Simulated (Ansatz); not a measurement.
**C₃H₁₀HfOS₃: how energies converge with the basis set**

An exercise on one series of results from a longer session: the logs are not shown, and one member is left open.

Program: Ansatz 0.2.0, Gaussian basis. Level of theory: one geometry, several basis sets. These are calculated values, not measurements.

The runs, in order: PBE0-D4/def2-SVP; ωB97M-V/def2-SVP; PBE0-D4/def2-QZVPP; ωB97M-V/def2-QZVPP; the functionals' def2-TZVPP values are taken from earlier runs.

### The geometry

The geometry comes from an earlier relaxation with PBE0-D4 in a triple-zeta def2 set; it is a stationary point, not always the lowest conformer. Hf takes the def2 core potential; no spin-orbit term is included.

SMILES `C[S][Hf]([OH])([S]C)[S]C`, 18 atoms, charge 0, spin multiplicity 1.

Atoms are counted from 1 here; the program's logs count them from 0.

Bond lengths: C1–S2 1.828 Å, C1–H9 1.093 Å, C1–H10 1.089 Å, C1–H11 1.089 Å, S2–Hf3 2.423 Å, Hf3–O4 1.913 Å, Hf3–S5 2.422 Å, Hf3–S7 2.422 Å, O4–H12 0.951 Å, S5–C6 1.828 Å, C6–H13 1.089 Å, C6–H14 1.089 Å, C6–H15 1.094 Å, S7–C8 1.828 Å, C8–H16 1.094 Å, C8–H17 1.089 Å, C8–H18 1.089 Å. Angles: S2–C1–H9 113.1°, S2–C1–H10 108.1°, S2–C1–H11 109.4°, H9–C1–H10 107.8°, H9–C1–H11 108.7°, H10–C1–H11 109.7°, C1–S2–Hf3 95.6°, S2–Hf3–O4 110.6°, S2–Hf3–S5 108.2°, S2–Hf3–S7 108.1°, O4–Hf3–S5 110.9°, O4–Hf3–S7 110.9°, S5–Hf3–S7 108.0°, Hf3–O4–H12 177.2°, Hf3–S5–C6 95.1°, S5–C6–H13 108.1°, S5–C6–H14 109.4°, S5–C6–H15 113.1° and more.

Set-up of the first run:

File in.yaml:

```yaml
crystal:
  periodic: [false, false, false]
  atoms:
    - {symbol: C, position_ang: [2.372977, -1.170164, -1.743349]}
    - {symbol: S, position_ang: [2.281678, -1.191113, 0.082276]}
    - {symbol: Hf, position_ang: [0.258610, 0.133616, 0.232814]}
    - {symbol: O, position_ang: [-1.064343, -0.515325, -0.987102]}
    - {symbol: S, position_ang: [0.826644, 2.437679, -0.252959]}
    - {symbol: C, position_ang: [-0.904769, 3.014100, -0.360753]}
    - {symbol: S, position_ang: [-0.542393, 0.026596, 2.516412]}
    - {symbol: C, position_ang: [-1.139555, -1.697429, 2.401943]}
    - {symbol: H, position_ang: [1.676029, -0.461822, -2.199179]}
    - {symbol: H, position_ang: [3.381661, -0.874220, -2.028562]}
    - {symbol: H, position_ang: [2.160263, -2.166578, -2.127777]}
    - {symbol: H, position_ang: [-1.752346, -0.809042, -1.574351]}
    - {symbol: H, position_ang: [-1.011267, 3.889727, 0.278280]}
    - {symbol: H, position_ang: [-1.134272, 3.281151, -1.391342]}
    - {symbol: H, position_ang: [-1.627748, 2.266153, -0.022841]}
    - {symbol: H, position_ang: [-0.830010, -2.198722, 1.480596]}
    - {symbol: H, position_ang: [-0.723968, -2.256690, 3.239141]}
    - {symbol: H, position_ang: [-2.227202, -1.707886, 2.456763]}
basis:
  gaussian: {orbitals: def2-SVP}
hamiltonian: {xc: pbe0, dispersion: d4}
output: {orbitals: {seedname: orbitals}}
```

Started as:

```console
> ansatz run in.yaml --threads 4 --pin off --events-out ev --progress --plain --max-ram 46080MiB --backend cpu
```

Steps of the session up to this table: PBE0-D4 in def2-SVP; ωB97M-V in def2-SVP; PBE0-D4 in def2-QZVPP; ωB97M-V in def2-QZVPP.

One of the session's tables, all rows but one given; the rest of the session is left out.

It belongs to the step «Density functionals: the series». 

```
functional       basis  HOMO (eV)
   PBE0-D4    def2-SVP      -6.92
   PBE0-D4  def2-TZVPP      -6.94
   PBE0-D4  def2-QZVPP      -6.97
   ωB97M-V    def2-SVP      -9.05
   ωB97M-V  def2-TZVPP          ?
   ωB97M-V  def2-QZVPP      -9.13
```

Estimate the missing values for ωB97M-V, def2-TZVPP.

**Answer.** HOMO (eV): -9.10. In the column «HOMO (eV)» it lies between ωB97M-V, def2-QZVPP (-9.13) and ωB97M-V, def2-SVP (-9.05).
